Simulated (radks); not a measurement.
# Nd⁴⁺ in [Xe] 4f2: an all-electron calculation

What are the levels of the neodymium ion Nd4+, how large are its shells, and how does its energy divide?

The numbers are computed with radks (a radial shooting solver on a logarithmic mesh, Libxc functionals) version 1 (Dirac Kohn-Sham, RPBE, spin-unpolarised, spherical densities, point nucleus; open shells are shared between the two j in proportion to 2j + 1), except any that are marked as measured or tabulated.

## (1) Starting point

```
element       : neodymium (Z = 60)
charge        : +4
electrons     : 56
configuration : [Xe] 4f2
```

Outer shells as boxes (Hund's rule):

Nd⁴⁺
```
[Xe] core
4f [↑ ][↑ ][  ][  ][  ][  ][  ]
```

## (2) Self-consistent calculation

Settings of this run:

```text
Z 60
configuration [Xe] 4f2 6s0 5d0
relativity Dirac
functional rpbe,pbe
spin unpolarised
j_filling average
nucleus point
c 137.035999084
```

Q: Predict the outcome of this run.

As calculated:

```
                        quantity                   value
                    total energy      -9627.3678 hartree
exchange-correlation share of it                  2.30 %
                            −T/E                  1.0786
          highest occupied level       4f7/2, -49.434 eV
    most extended occupied level  5p3/2, <r> = 1.60 bohr
 radius at density 0.001 e/bohr³               3.23 bohr
    maxima of the radial density                       4
         ionisation energy, NIST     60.0 (semi-emp.) eV
```

What this shows: The radial density shows 4 maxima for 5 occupied principal shells; where shells overlap, one shows as a shoulder or not at all. Relativity lifts −T/E to 1.079. The top level binds by 49.434 eV, 82 % of the NIST ionisation energy of 60.0 eV; the potential of a semilocal functional falls off too fast, so its top eigenvalue is too shallow. Spin polarisation and multiplet splitting are left out. Sharing an open shell by 2j + 1 raises it above the true ground level by a part of the spin-orbit splitting, which enters the differences from NIST.
